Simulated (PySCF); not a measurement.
# A gas-phase reaction: AlF2HO + CuHO → AlCuF2O + H2O

What reaction energy should one expect for `[OH][Al]([F])[F]` + `[OH][Cu]` → `[F][Al]([F])[O][Cu]` + `O`?

Computed with PySCF 2.14.0; each step states its level. No surroundings beyond the atoms listed, unless a continuum is named. Atoms count from 0, parts from 1.

### Step 1. The system as given

Each species was relaxed by itself at PBE0-D3(BJ)/def2-SVPD.

### Step 2. Reaction energy: wB97M-D3(BJ)/def2-TZVPD

Job settings and geometry (Å):

```
{"job": {"kind": "react", "xc": "wB97M-D3(BJ)", "basis": "def2-TZVPD"}, "charge": 0, "multiplicity": 1}
-1 AlF2HO charge 0 multiplicity 1
O     -0.279700    -0.945790     0.766070
Al     0.242410     0.376600    -0.144900
F     -0.478250     0.826870    -1.573440
F      1.528270     1.268070     0.400970
H     -1.011500    -1.524030     0.550940

-1 CuHO charge 0 multiplicity 1
O     -0.269920     0.286780    -0.431570
Cu     0.798530    -1.068900     0.032310
H     -0.557660     0.770280     0.349860

+1 AlCuF2O charge 0 multiplicity 1
F      0.268980    -1.422120     0.969300
Al    -0.495500    -0.171460     0.156530
F     -2.160910    -0.242790     0.232010
O      0.338810     1.030420    -0.651690
Cu     2.117620     1.157450    -0.800690

+1 H2O charge 0 multiplicity 1
O     -0.003720     0.389320     0.006870
H      0.764740    -0.187360    -0.002440
H     -0.760990    -0.201930    -0.004440
```

Method: wB97M-D3(BJ)/def2-TZVPD reaction energy of separated species, gas phase.

On the command line:

```
$ OMP_NUM_THREADS=1 python cluster_run.py task.json out
```

The driver reads the jobs from task.json and runs them one after another.

**Question.** The jobs that follow are: PBE0-D3(BJ)/def2-TZVPD reaction energy of separated species, gas phase. Predict: reaction energy (wB97M-D3(BJ)/def2-TZVPD); ΔH, ΔG at 298 K (xTB thermal terms). Thermal terms come from harmonic xTB runs on each species.

As calculated:

```
                                                quantity                    value
               reaction energy (wB97M-D3(BJ)/def2-TZVPD)           -7.43 kcal/mol
                     ΔH, ΔG at 298 K (xTB thermal terms)      -6.9, -5.6 kcal/mol
range of the reaction energy over the runs of this table  -7.43 to -7.31 kcal/mol
```

**Reading.** The reaction is exothermic by 6.9 kcal/mol in the gas phase; dispersion gives -0.12, and xTB itself gave -12.09 for the electronic energy (xTB energies and thermal terms come from the earlier relaxation of each species, not shown). No barrier was sought. The reaction energy runs from -7.43 (wB97M-D3(BJ)/def2-TZVPD) to -7.31 kcal/mol (PBE0-D3(BJ)/def2-TZVPD).
